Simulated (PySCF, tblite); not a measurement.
**C6H11FO+ (doublet): geometry, infrared bands and EPR parameters**

Aim: predict the infrared bands and EPR parameters of C6H11FO+ (doublet) (`CC(=[O+])C[C@@H](C)CF`).

The runs use tblite 0.8.0 and PySCF 2.14.0, with density-fitted response routines of our own; the level of theory stands in each step. All values are computed, except where a source is named. Atoms count from 0, in the outputs and in this text.

## 1. Starting geometry

19 atoms, charge 1, multiplicity 2; geometry from: force field or distance geometry start.

Bonds of the start (Å): C0–C1 1.52, C1–O2 1.24, C1–C3 1.52, C3–C4 1.54, C4–C5 1.54, C4–C6 1.52, C6–F7 1.35, C0–H8 1.09, C0–H9 1.09, C0–H10 1.09, C3–H11 1.09, C3–H12 1.08, C4–H13 1.09, C5–H14 1.09, C5–H15 1.10, C5–H16 1.09, C6–H17 1.10, C6–H18 1.10.

## 2. Relaxing the molecule with GFN2-xTB

The job: settings as JSON, then the geometry in Å.

```
{"job": {"kind": "relax", "xc": "GFN2-xTB", "basis": "xTB"}, "charge": 1, "multiplicity": 2}
C      2.774900    -0.819200    -0.031700
C      1.463500    -0.344600     0.564500
O      1.263700    -0.457200     1.784800
C      0.470000     0.292100    -0.388100
C     -0.915100     0.502300     0.255900
C     -1.774300     1.369700    -0.681500
C     -1.618600    -0.822700     0.515100
F     -1.734400    -1.507800    -0.646200
H      3.294300     0.030400    -0.474600
H      2.560000    -1.576600    -0.786000
H      3.395600    -1.256900     0.744300
H      0.385200    -0.355300    -1.266200
H      0.892600     1.247100    -0.679600
H     -0.800800     1.034800     1.199400
H     -1.912800     0.902500    -1.653000
H     -1.301400     2.346800    -0.830500
H     -2.757100     1.550700    -0.239500
H     -2.626400    -0.673500     0.920400
H     -1.068600    -1.453500     1.226700
```

Started as:

```
OMP_NUM_THREADS=1 python probes_run.py task.json out
```

This one command runs all jobs of the session in turn.

What it wrote:

```text
step      E/eV     max force
  0    -727.57934    3.687
  1    -727.60459    4.545
  2    -727.70519    0.743
  3    -727.71385    0.252
  4    -727.72670    0.568
  5    -727.73496    0.565
  6    -727.74247    0.388
  7    -727.74662    0.225
  8    -727.75054    0.261
  9    -727.75333    0.270
 10    -727.75674    0.223
 11    -727.76012    0.184
 12    -727.76348    0.220
 13    -727.76654    0.211
 14    -727.76928    0.157
 15    -727.77209    0.211
 16    -727.77529    0.233
 17    -727.77879    0.204
 18    -727.78258    0.183
 19    -727.78677    0.177
 20    -727.79197    0.232
 21    -727.79913    0.243
 22    -727.80845    0.243
 23    -727.81950    0.288
 24    -727.83281    0.338
 25    -727.84698    0.311
 26    -727.85745    0.533
 27    -727.85622    0.910
 28    -727.87198    0.235
 29    -727.87703    0.254
 30    -727.88399    0.248
 31    -727.88785    0.267
 32    -727.89293    0.198
 33    -727.89644    0.114
 34    -727.89977    0.231
 35    -727.90312    0.220
 36    -727.90715    0.369
 37    -727.91189    0.298
 38    -727.91737    0.173
 39    -727.92130    0.138
 40    -727.92432    0.180
 41    -727.92638    0.192
 42    -727.92811    0.162
 43    -727.92979    0.115
 44    -727.93111    0.071
 45    -727.93190    0.073
 46    -727.93242    0.070
 47    -727.93295    0.069
 48    -727.93361    0.072
 49    -727.93435    0.077
 50    -727.93507    0.065
 51    -727.93578    0.072
 52    -727.93658    0.098
 53    -727.93746    0.073
 54    -727.93829    0.075
 55    -727.93900    0.055
 56    -727.93955    0.059
 57    -727.93999    0.040
 58    -727.94031    0.033
 59    -727.94055    0.037
 60    -727.94082    0.051
 61    -727.94113    0.049
 62    -727.94143    0.033
 63    -727.94164    0.035
 64    -727.94179    0.032
 65    -727.94195    0.037
 66    -727.94220    0.052
 67    -727.94249    0.049
 68    -727.94273    0.034
 69    -727.94290    0.031
 70    -727.94305    0.028
 71    -727.94325    0.034
 72    -727.94349    0.033
 73    -727.94371    0.029
 74    -727.94388    0.034
 75    -727.94406    0.054
 76    -727.94430    0.062
 77    -727.94464    0.052
 78    -727.94496    0.043
 79    -727.94518    0.042
 80    -727.94531    0.051
 81    -727.94541    0.040
 82    -727.94552    0.033
 83    -727.94566    0.036
 84    -727.94579    0.028
 85    -727.94588    0.034
 86    -727.94597    0.023
 87    -727.94607    0.025
 88    -727.94616    0.026
 89    -727.94624    0.023
 90    -727.94630    0.019
 91    -727.94636    0.020
 92    -727.94642    0.022
 93    -727.94649    0.024
 94    -727.94655    0.021
 95    -727.94661    0.018
 96    -727.94670    0.025
 97    -727.94684    0.036
 98    -727.94702    0.042
 99    -727.94722    0.042
100    -727.94737    0.030
101    -727.94750    0.033
102    -727.94764    0.036
103    -727.94777    0.031
104    -727.94784    0.017
105    -727.94787    0.013
106    -727.94789    0.017
107    -727.94790    0.018
108    -727.94792    0.013
109    -727.94794    0.009
```

Wall time 2.1 s (1 thread of Intel Xeon at 2.50GHz, shared host).

The steps of the relaxation: (not every step is listed)

```csv
step,energy from step 0 (eV),largest force (eV/Å)
0,0.0000,3.6872
1,-0.0253,4.5446
2,-0.1259,0.7430
3,-0.1345,0.2524
4,-0.1474,0.5679
5,-0.1556,0.5653
6,-0.1631,0.3876
7,-0.1673,0.2254
8,-0.1712,0.2607
17,-0.1994,0.2045
26,-0.2781,0.5332
35,-0.3238,0.2202
44,-0.3518,0.0706
53,-0.3581,0.0731
62,-0.3621,0.0334
71,-0.3639,0.0340
80,-0.3660,0.0511
89,-0.3669,0.0226
98,-0.3677,0.0422
104,-0.3685,0.0171
105,-0.3685,0.0128
106,-0.3686,0.0172
107,-0.3686,0.0175
108,-0.3686,0.0135
109,-0.3686,0.0091
```

Distances of close pairs at the start and the end, largest changes first:

```csv
bond,before (Å),after (Å),change (Å)
C1–O2,1.242,1.198,-0.044
C6–H18,1.099,1.127,+0.029
C0–C1,1.517,1.497,-0.020
C3–C4,1.542,1.529,-0.013
C5–H15,1.096,1.086,-0.010
C4–C6,1.522,1.514,-0.008
C4–C5,1.539,1.547,+0.008
C5–H16,1.093,1.087,-0.006
```

The end geometry stands in the next job.

## 3. Infrared spectrum with GFN2-xTB

The job: settings as JSON, then the geometry in Å.

```
{"job": {"kind": "ir", "xc": "GFN2-xTB", "basis": "xTB"}, "charge": 1, "multiplicity": 2}
C      2.762089    -0.699857     0.006364
C      1.323906    -0.668458     0.419044
O      0.880466    -1.377331     1.276470
C      0.464296     0.293360    -0.389336
C     -0.889193     0.568802     0.266918
C     -1.751274     1.371447    -0.736285
C     -1.598740    -0.719025     0.627706
F     -1.737457    -1.532140    -0.444697
H      3.072272     0.191246    -0.528574
H      2.887684    -1.570139    -0.643432
H      3.384968    -0.864030     0.885502
H      0.323656    -0.193298    -1.362926
H      1.009173     1.222403    -0.557235
H     -0.754858     1.154812     1.180293
H     -1.967910     0.781190    -1.622959
H     -1.226025     2.275597    -1.029582
H     -2.688383     1.644946    -0.259271
H     -2.579021    -0.599059     1.102987
H     -0.925455    -1.271218     1.343460
```

What it wrote:

```text
mode    cm-1     km/mol
  1     -62.0      2.60
  2      60.8      4.90
  3     115.3      4.91
  4     126.3      1.87
  5     196.3     10.03
  6     205.7      0.39
  7     236.0      1.81
  8     340.1      9.54
  9     378.0      0.75
 10     397.0      5.17
 11     484.6      1.31
 12     573.4     20.57
 13     595.5      3.38
 14     774.6     20.64
 15     823.6      2.28
 16     876.1      5.58
 17     888.4      8.07
 18     947.6     17.84
 19     962.1     12.84
 20     982.7      6.22
 21    1012.0     45.79
 22    1036.6     10.43
 23    1055.0    112.81
 24    1068.5     14.12
 25    1102.8     42.39
 26    1136.1     32.32
 27    1156.0     40.22
 28    1211.2      4.50
 29    1233.3     13.86
 30    1264.3     17.06
 31    1294.9      2.33
 32    1305.2     58.02
 33    1328.0     18.50
 34    1374.1      4.98
 35    1380.1      6.15
 36    1390.7     45.66
 37    1411.1     16.67
 38    1439.4     28.27
 39    1461.2     11.57
 40    1713.8    101.78
 41    2552.9    182.56
 42    2929.6      7.50
 43    2933.5     29.44
 44    2972.1      4.40
 45    2978.3     32.69
 46    3008.7      1.83
 47    3025.9     40.14
 48    3054.2     10.66
 49    3057.8      1.95
 50    3061.2      1.46
 51    3077.7      2.52
```

It took 1.8 s on 1 thread of Intel Xeon at 2.50GHz, shared host.

Which atoms move in the most intense modes:

```csv
cm⁻¹,km/mol,atoms
1012,45.8,"H13 13 %, H8 13 %, H15 12 %"
1055,112.8,"C1 24 %, H11 10 %"
1103,42.4,"C4 26 %, C6 21 %, C3 12 %, H17 12 %"
1156,40.2,H18 63 %
1305,58.0,"H17 47 %, H18 38 %"
1391,45.7,"H12 26 %, H11 25 %, H9 13 %"
1714,101.8,"C1 59 %, O2 38 %"
2553,182.6,H18 94 %
```

## 4. EPR parameters: B3LYP/pcH-1

Same as in step 3 but for these lines:

```diff
@@ -1,2 +1,2 @@
-{"job": {"kind": "ir", "xc": "GFN2-xTB", "basis": "xTB"}, "charge": 1, "multiplicity": 2}
+{"job": {"kind": "epr", "basis": "pcH-1"}, "charge": 1, "multiplicity": 2}
 C      2.762089    -0.699857     0.006364
```

Method: UKS B3LYP, pcH-1 on C F H O, non-relativistic, mean-field spin-orbit, GIAO.

What it wrote:

```text
UKS, coarse grid
  cycle   1  E = -409.89505068  |g| = 5.77e-01
  cycle   2  E = -409.49501249  |g| = 1.20e+00
  cycle   3  E = -409.99807669  |g| = 2.35e-01
  cycle   4  E = -410.01841748  |g| = 1.06e-01
  cycle   5  E = -410.02236825  |g| = 3.21e-02
  cycle   6  E = -410.02280024  |g| = 1.45e-02
  cycle   7  E = -410.02289907  |g| = 5.80e-03
  cycle   8  E = -410.02291771  |g| = 2.45e-03
  cycle   9  E = -410.02292258  |g| = 5.55e-04
UKS, final grid
  cycle   1  E = -410.02293103  |g| = 8.14e-04
  cycle   2  E = -410.02293024  |g| = 1.49e-03
  cycle   3  E = -410.02293134  |g| = 3.94e-04
  cycle   4  E = -410.02293140  |g| = 7.52e-05
  cycle   5  E = -410.02293140  |g| = 6.25e-05
  cycle   6  E = -410.02293141  |g| = 1.64e-05
E = -410.02293141 Eh   <S^2> = 0.7546 (exact 0.7500)
g shifts (ppm)      1          2          3
  rmc          -284       -284       -284
  gc             29         27         60
  oz_so        -136       2015       8210
  total        -391       1759       7987
hyperfine (MHz)  atom isotope    a_iso     a_fc   dipolar eigenvalues
    0   13C      52.06      52.06    -12.20    -11.49     23.69
    1   13C     -46.12     -46.12    -14.82      2.91     11.91
    2   17O     -42.11     -42.11   -159.52     73.18     86.33
    3   13C       8.76       8.76    -13.84    -12.47     26.32
    4   13C      -9.29      -9.29     -6.15     -5.69     11.84
    5   13C      22.62      22.62     -6.58     -6.41     12.99
    6   13C       1.47       1.47    -17.13    -16.49     33.63
    7   19F      43.27      43.27   -129.99   -127.08    257.07
    8    1H       1.13       1.13     -5.91     -1.14      7.05
    9    1H      -3.72      -3.72     -5.61     -0.91      6.53
   10    1H      -6.08      -6.08     -6.45     -0.53      6.98
   11    1H      -2.12      -2.12     -4.91     -1.60      6.51
   12    1H      -0.52      -0.52     -6.49     -1.24      7.74
   13    1H      -1.39      -1.39     -3.44     -0.59      4.03
   14    1H      -3.98      -3.98     -3.29     -0.64      3.93
   15    1H       4.62       4.62     -3.54     -0.25      3.79
   16    1H       8.61       8.61     -3.52      0.03      3.49
   17    1H      57.53      57.53     -7.77     -4.08     11.85
   18    1H     217.78     217.78    -20.32    -10.26     30.57
```

Wall time 3.8 min (1 thread of Intel Xeon at 2.50GHz, shared host); peak memory 1.1 GiB.

Principal g values 2.00193, 2.00408, 2.01031; g(iso) = 2.00544, against 2.00232 for a free electron.

Mean a(iso) over the nuclei that a row names, and the largest dipolar term of the row (other rows stand at the frozen geometry):

```csv
nuclei,isotope,a(iso) (MHz),"a(iso) (G, at g = 2.0023)",largest dipolar term (MHz)
H18,1H,217.8,77.7,30.6
H17,1H,57.5,20.5,11.9
C0,13C,52.1,18.6,23.7
C1,13C,-46.1,-16.5,-14.8
F7,19F,43.3,15.4,257.1
O2,17O,-42.1,-15.0,-159.5
C5,13C,22.6,8.1,13.0
C4,13C,-9.3,-3.3,11.8
C3,13C,8.8,3.1,26.3
"H14, H15, H16",1H,3.1,1.1,3.9
"H8, H9, H10",1H,-2.9,-1.0,7.0
H11,1H,-2.1,-0.8,6.5
C6,13C,1.5,0.5,33.6
H13,1H,-1.4,-0.5,4.0
```

Mulliken spin populations:

C0 0.11; C1 -0.04; O2 0.50; C3 0.11; C4 0.02; C5 0.06; C6 0.11; F7 0.06; H8 0.00; H9 0.00; H10 0.00; H11 0.00; H12 0.00; H13 0.00; H14 0.00; H15 0.00; H16 0.00; H17 0.02; H18 0.06

In first order the couplings over 0.8 MHz of 1H, 19F give 512 distinct lines over 121.3 G, if the averaged nuclei exchange fast.

Orbitals, density, ELF and potential are computed afterwards from the orbital file.

ELF in a plane through or near 13 of the atoms.

Ten even steps from ' ' (0.00) to '@' (1.00):
```
                                                        
                                                        
                                                        
                                ::####==                
              ..      ..==--    ##@@@@%%--              
          ==@@@@%%    %%@@@@..  %%@@@@@@--              
          ##@@@@@@--  %%@@@@--  **@@@@##--::..          
          ++@@@@@@++  ##@@@@==  --**::==%%%%%%..        
          --****##==..====--##**##%%..**@@@@@@==        
        --**++----%%**%%##::@@==--%%**##@@@@@@::        
      ..++%%%%--##@@--==%%++##----**::..==****          
      ..++%%%%++++**::--==  ::%%@@%%::                  
        ..--::    ++####**..==**::==%%@@**..            
                ::##**==##::@@@@--##@@@@@@**            
                --##%%%%##..@@@@##%%@@@@@@##            
                ..--++==..  @@@@----%%@@%%::            
                            ++==    ::--..              
                                                        
                                                        
                                                        
```
The map spans 12.3 Å across and 9.2 Å up, centred on the molecule. Atoms in the plane (x, y in Å): C0 (-2.8, 0.2), C1 (-1.5, -0.4), O2 (-1.3, -1.6), C3 (-0.3, 0.6), C4 (1.0, 0.0), C5 (2.1, 1.0), C6 (1.3, -1.4), H8 (-2.8, 1.3), H12 (-0.6, 1.5), H15 (1.9, 2.0), H16 (3.1, 0.7), H17 (2.2, -1.8), H18 (0.4, -2.0).

On the surface of density 0.002 e/bohr³ the electrostatic potential runs, from the 1st to the 99th percentile, from 2.60 V near F7 to 6.12 V near C1.

The spin density lies nearest to O2 42 %; H18 9 %; 4 C atoms about 7 % each.

## 5. What came out

| quantity | value |
| --- | --- |
| strongest single infrared mode (GFN2-xTB) | 2553 cm⁻¹, 183 km/mol |
| zero-point energy (GFN2-xTB) | 97.2 kcal/mol |
| g(iso) (B3LYP) | 2.00544 |
| ⟨S²⟩ | 0.755 (exact 0.75) |
| largest a(iso) (averaged by class) | 1H on H18, 217.8 MHz |

What this shows: The optimisation took 109 steps and gained 0.369 eV; among the close pairs (by a distance rule), C1–O2 changed most, from 1.242 to 1.198 Å. The lowest mode is imaginary (62i cm⁻¹), so the xTB geometry is not a minimum. The strongest single mode, at 2553 cm⁻¹, moves mainly H18. GFN2-xTB is a fitted tight-binding method: band positions and strengths are rough. Its intensities can rank the bands wrongly. The largest share of the spin, 0.50 e, sits on O2. The isotropic g lies 3.1 ppt above the free-electron value.
